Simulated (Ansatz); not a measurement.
The system is NiMoIrPdW.

```
Ni Mo Pd Ir W
1.0
     2.76616    0.00000    0.00000
    -1.38308    2.39557    0.00000
     0.00000    0.00000   11.02292
Ni Mo Pd Ir W
1 1 1 1 1
Cartesian
  0.0000 1.5971 6.5820
  0.0000 0.0000 4.5276
  1.3831 0.7985 8.7654
  1.3831 0.7985 2.2002
  0.0000 1.5971 10.9936
```

The cell was built by a generator and needn't be a form met in nature.

Base run:

* Program: Ansatz 0.2.0
* Functional: PBE
* Potentials or basis: all-electron PAW datasets made for the crystal
* Cutoff: 440 eV
* Density cutoff: 1760 eV
* k mesh: 8 × 8 × 2
* Occupations: fermi-dirac, width 0.05 eV
* Spin: collinear spin, ferromagnetic start
* Starting moments: [1.0, 1.0, 0.0, 0.6, 0.0] μB

Its results: pressure 0.3 GPa; net moment 0.00 μB per cell; largest force 0.065 eV/Å.

The run is repeated on the same cell with these changes: functional from PBE to BLYP; potentials or basis from all-electron PAW datasets made for the crystal to all-electron LAPW, scalar-relativistic; cutoff from 440 eV to 259 eV; density cutoff from 1760 eV to 1037 eV. What comes out?

Pressure 11.5 GPa; net moment 0.00 μB per cell; largest force 0.197 eV/Å.

Caveats: the k mesh is thin for a metal, which can move the energy by tens of meV per atom.

Not every run made on this cell is shown here.
